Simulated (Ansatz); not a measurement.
Below is the output of a Python script on Ansatz's Python interface that makes a ladder of methods at one geometry of CSn (charge +1). Write a script that gives it. Settings (for the species named): MP2, def2-SVP basis, multiplicity 4. The script varies method: mp2, ccsd, ccsd_t, ccsdt.

`csn.xyz`
```text
2

Sn    0.00000    0.00000    0.00000
C     0.00000    0.00000    2.16000
```

```console
$ python csn_methods.py
Hartree-Fock reference -250.789631 Ha
mp2      total -250.910651 Ha  correlation   -3.2931 eV  (75.5 % of the last)
ccsd     total -250.941407 Ha  correlation   -4.1300 eV  (94.7 % of the last)
ccsd_t   total -250.948086 Ha  correlation   -4.3118 eV  (98.8 % of the last)
ccsdt    total -250.949942 Ha  correlation   -4.3622 eV  (100.0 % of the last)
```

The script that was run (others could print the same):

Script `csn_methods.py`:
```python
# -*- coding: utf-8 -*-
"""CSn(+) at several levels of theory."""

import ansatz as az


def main():
    geometry = az.Crystal.molecule_from_extxyz("csn.xyz")

    model = (
        geometry.calculation()
        .basis(gaussian="def2-SVP")
        .charge(1)
        .spin("collinear", total=3)
    )

    methods = ["mp2", "ccsd", "ccsd_t", "ccsdt"]
    reports = [model.correlation(m).run(threads=1, backend="cpu").report for m in methods]
    print(f"Hartree-Fock reference {reports[0]['reference_energy_ev'] / 27.211386246:.6f} Ha")
    best = reports[-1]["free_energy_ev"] - reports[-1]["reference_energy_ev"]
    for method, each in zip(methods, reports):
        gained = each["free_energy_ev"] - each["reference_energy_ev"]
        print(f"{method:8s} total {each['free_energy_ev'] / 27.211386246:.6f} Ha  correlation {gained:9.4f} eV  ({100 * gained / best:.1f} % of the last)")


if __name__ == "__main__":
    main()
```

Reading the output:
- These settings explore the input space; basis and method may be short of convergence.
- The geometry is a force-field or estimated start, not a minimum of this method, and the basis set is short of its limit. A lower total doesn't mark the better method: functionals have no common bound, and MP2 and coupled cluster aren't variational.
- def2 sets replace the cores of elements past krypton by effective core potentials.
- The species is open-shell (spin multiplicity 4).
- Inner cores stay frozen; a filled d shell under the valence of the heavier atoms is correlated with it.
- The spin state was assumed, and another may lie lower.
- Timing: 22 s on 1 thread of Arm Neoverse V2, on a shared host, peak memory 0.37 GiB.
